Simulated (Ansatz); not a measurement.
Consider an atomisation energy of C2H8BN, SMILES BCNC (the Ansatz DFT code, driven from Python).

`run_tae.py`:
```python
"""Atomisation energy of C2H8BN at the given geometry."""

from collections import Counter

import ansatz


def total_energy(molecule, charge=0, unpaired=0):
    calc = molecule.calculation().basis(gaussian="def2-TZVPP").functional("pbe", dispersion="d4")
    if charge:
        calc = calc.charge(charge)
    if unpaired:
        calc = calc.spin("collinear", total=unpaired)
    return calc.run(threads=1, pin="off").report["free_energy_ev"]

geometry_ang = [
    ("B", [-1.2045, 1.5978, 0.0335]),
    ("C", [-0.5919, 0.2531, -0.386]),
    ("N", [0.5211, -0.024, 0.4765]),
    ("C", [1.3343, -1.2115, 0.0266]),
    ("H", [-1.3027, 2.5214, -0.776]),
    ("H", [-1.7051, 1.8035, 1.1023]),
    ("H", [-0.2288, 0.3375, -1.4394]),
    ("H", [-1.3153, -0.5297, -0.3076]),
    ("H", [0.1928, -0.2143, 1.493]),
    ("H", [1.6855, -1.0537, -0.9603]),
    ("H", [0.5704, -2.1026, 0.0338]),
    ("H", [2.1213, -1.4326, 0.7375]),
]
geometry = ansatz.Crystal.molecule()
for symbol, xyz in geometry_ang:
    geometry = geometry.atom(symbol, xyz)

# Hund ground states
unpaired = {"B": 1, "C": 2, "N": 3, "H": 1}
counts = Counter(site.symbol for site in geometry.cartesian_sites)
atom_energy = {s: total_energy(ansatz.Crystal.molecule().atom(s, (0, 0, 0)), 0, unpaired[s]) for s in counts}
whole = total_energy(geometry, 0, 0)
for s, e in atom_energy.items():
    print(f"{s:2s} x{counts[s]}  {e:14.5f} eV")
print(f"C2H8BN: {whole:.5f} eV")
split = sum(counts[s] * e for s, e in atom_energy.items()) - whole
print(f"atomisation energy (no zero-point term): {96.485332 * split:.1f} kJ/mol, {split / sum(counts.values()):.3f} eV an atom")
```

What does it cost to take this molecule apart into atoms?

4381.1 kJ/mol from the electronic energies, without the zero-point term.

What the script printed:

```console
$ python run_tae.py
B  x1      -669.67447 eV
C  x2     -1028.48074 eV
N  x1     -1483.89518 eV
H  x8       -13.59523 eV
C2H8BN: -4364.70016 eV
atomisation energy (no zero-point term): 4381.1 kJ/mol, 3.784 eV an atom
```

Notes:
- Total energies depend on the basis set; only differences at equal settings carry meaning.
- The geometry is a force-field or estimated start, not a minimum of this method, and the basis set is short of its limit. All parts are taken at fixed geometry, without zero-point energy.
- This functional overbinds, so such energies come out a few per cent too high (LDA far more).
- Hardware and time: 5.6 s on 1 thread of Intel(R) Xeon(R) Processor @ 2.30GHz (shared host), peak memory 0.35 GiB.
